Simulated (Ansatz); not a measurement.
This session for relaxations under a series of pressures of Al, space group P6_3/mmc with the Ansatz DFT code, driven from Python holds a mistake.

Input file `al.extxyz`:
```text
4
Lattice="2.82707702 0.0 0.0 -1.41353851 2.44832052 0.0 0.0 0.0 9.18599307" Properties=species:S:1:pos:R:3 pbc="T T T"
Al    0.00000000    0.00000000    0.00000000
Al   -0.00000001    1.63221369    2.29649827
Al    0.00000000    0.00000000    4.59299654
Al    1.41353853    0.81610683    6.88949480
```

Run as a notebook:

**Cell 1**
```python
import ansatz
import numpy as np
```

**Cell 2**
```python
def edges_and_angles(cell):
    cell = np.asarray(cell)
    a, b, c = np.linalg.norm(cell, axis=1)
    cosines = cell[1] @ cell[2] / (b * c), cell[0] @ cell[2] / (a * c), cell[0] @ cell[1] / (a * b)
    return (a, b, c, *np.degrees(np.arccos(cosines)))
```

**Cell 3**
```python
al = ansatz.Crystal.from_extxyz('al.extxyz')
```

**Cell 4**
```python
len(al.resolved().sites)
```
Output:
```text
4
```

**Cell 5**
```python
job = (
    al.calculation()
    .functional('PBEsol')
    .pseudopotentials('paw')
    .basis(420)
    .kpoints(9, 9, 3)
    .occupations('Marzari-Vanderbilt', width=0.1)
)
```

**Cell 6**
```python
# H = F + PV, with 1 GPa A^3 = 1/160.21766 eV
rows = []
for pressure in [0, 5, 10, 20]:
    done = job.relax(cell=True, pressure=pressure, force_tolerance=0.001, max_steps=2).run()
    cell = done.lattice.cell_ang
    n_atoms = len(done.lattice.sites)
    volume = abs(np.linalg.det(cell)) / n_atoms
    enthalpy = done.report['free_energy_ev'] / n_atoms + pressure * volume / 160.21766
    rows.append((pressure, volume, enthalpy, *edges_and_angles(cell)))
    print(f'{pressure} GPa done: {volume:.4f} A^3/atom')
```
Output:
```text
Traceback (most recent call last):
  File "<cell 6>", line 4, in <module>
    done = job.relax(cell=True, pressure=pressure, force_tolerance=0.001, max_steps=2).run()
  ...
ansatz.NonConvergedError: variable-cell relaxation did not converge after 2 steps: max|allowed force component| = 4.63e-17 eV/Å (threshold 1.0e-3), largest principal stress residual = 1.01e0 GPa on the free part of the cell (threshold 5.0e-2). Raise `relax.max_steps` over both its present limit and 2, loosen the thresholds, or start from a cell closer to the target (`relax.cell.p_target` or `relax.cell.sigma_target`). Where this run's directory can be resumed (`checkpoint.write`), a resume goes on for up to `relax.max_steps` more
The last result that the run could keep is in <dir> where next_state_free_energy_ev on a file's second line is a number, the run has left its state, where lower_state_in_no_save there is true it has gone on to a lower one that no save has, where lower_state_not_kept there is true it has shown a lower one that it does not keep, where withdrawn there is true it has taken that telling back, where relaxation_convergence_pending there is true the relaxation had not been seen to end on it, where checkpoint_pending there is true a resume need not go on from it, and where ended_on there is non_converged, with further_exchange_loops ahead (goes_on_to, as later_telling there has it, where it stands), the run gives no result, that one neither; one whose goes_on_to is unconverged_end is of a structure not shown to be relaxed.
```

Why does it end like this?

The fault: too few steps. The change:

```diff
--- before
+++ after
@@
 for pressure in [0, 5, 10, 20]:
-    done = job.relax(cell=True, pressure=pressure, force_tolerance=0.001, max_steps=2).run()
+    done = job.relax(cell=True, pressure=pressure, force_tolerance=0.03, max_steps=30).run()
     cell = done.lattice.cell_ang
```

Notebook, run cell by cell (the value of a cell's last expression is shown):

(earlier cells as before)

In [6]:
```python
# H = F + PV, with 1 GPa A^3 = 1/160.21766 eV
rows = []
for pressure in [0, 5, 10, 20]:
    done = job.relax(cell=True, pressure=pressure, force_tolerance=0.03, max_steps=30).run()
    cell = done.lattice.cell_ang
    n_atoms = len(done.lattice.sites)
    volume = abs(np.linalg.det(cell)) / n_atoms
    enthalpy = done.report['free_energy_ev'] / n_atoms + pressure * volume / 160.21766
    rows.append((pressure, volume, enthalpy, *edges_and_angles(cell)))
    print(f'{pressure} GPa done: {volume:.4f} A^3/atom')
```
```text
0 GPa done: 16.2162 A^3/atom
5 GPa done: 15.3556 A^3/atom
10 GPa done: 14.6779 A^3/atom
20 GPa done: 13.6913 A^3/atom
```

In [7]:
```python
print(' P (GPa)  V (A^3/atom)  H (eV/atom)     a       b       c')
for row in rows:
    print('{:8.1f} {:12.4f} {:14.5f} {:7.4f} {:7.4f} {:7.4f}'.format(*row[:6]))
p, v = np.array([row[0] for row in rows], float), np.array([row[1] for row in rows])
print('mean bulk modulus between rows (GPa):', np.round(-np.diff(p) / np.diff(np.log(v)), 1))
```
```text
 P (GPa)  V (A^3/atom)  H (eV/atom)     a       b       c
     0.0      16.2162     -524.53337  2.8245  2.8245  9.3885
     5.0      15.3556     -524.04128  2.7778  2.7778  9.1916
    10.0      14.6779     -523.57314  2.7403  2.7403  9.0281
    20.0      13.6913     -522.68960  2.6797  2.6797  8.8065
mean bulk modulus between rows (GPa): [ 91.7 110.8 143.7]
```

Reading the output:
- Absolute energies stand on the zero of these potentials, so only differences at equal settings mean something.
- At a fixed pressure a relaxation lowers the enthalpy F + PV, while F alone can rise.
- For a metal this k-point mesh is coarse: on a finer one energies can move by several to tens of meV an atom and pressures by half a GPa or more, differences at one mesh by less.
- This isn't the structure that Al takes at ambient conditions.
- Symmetry holds the cell in this phase, whether or not it is the stable one at each pressure.
- Timing: 19 s on 1 thread of Arm Neoverse V2 (shared host), peak memory 0.38 GiB.
